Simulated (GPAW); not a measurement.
NaCu:

```
Na Cu
1.0
     2.94224    0.00000    0.00000
     0.00000    2.94224    0.00000
     0.00000    0.00000    4.04091
Na Cu
1 1
Direct
  0.00000 0.00000 0.00000
  0.50000 0.50000 0.50000
```

The cell was built by a generator and needn't be a form met in nature.

Program: GPAW 26.7.0. Alike in all runs: task band structure; no spin polarisation; cell as given; k mesh 9 × 9 × 7; cutoff (eV) 800; smearing fermi-dirac 0.05 eV.

**Question.** Order these runs on this cell by their pressure, lowest first.
A. level PBEsol; potentials or basis PAW data sets generated in the run's folder for this functional, pw
B. level RPBE; potentials or basis the program's PAW data sets (release 1.2.1) made for this functional, pw
C. level LDA; potentials or basis the program's PAW data sets (release 1.2.1) made for this functional, pw

**Answer.** C (-2.0 GPa), A (0.7 GPa), B (5.2 GPa).

Caveats: with this Cu data set, volumes or pressures lay over 1.5 % or 2 GPa off other programs in two to four cells of ten.

Runs at the PBE level aren't shown here.
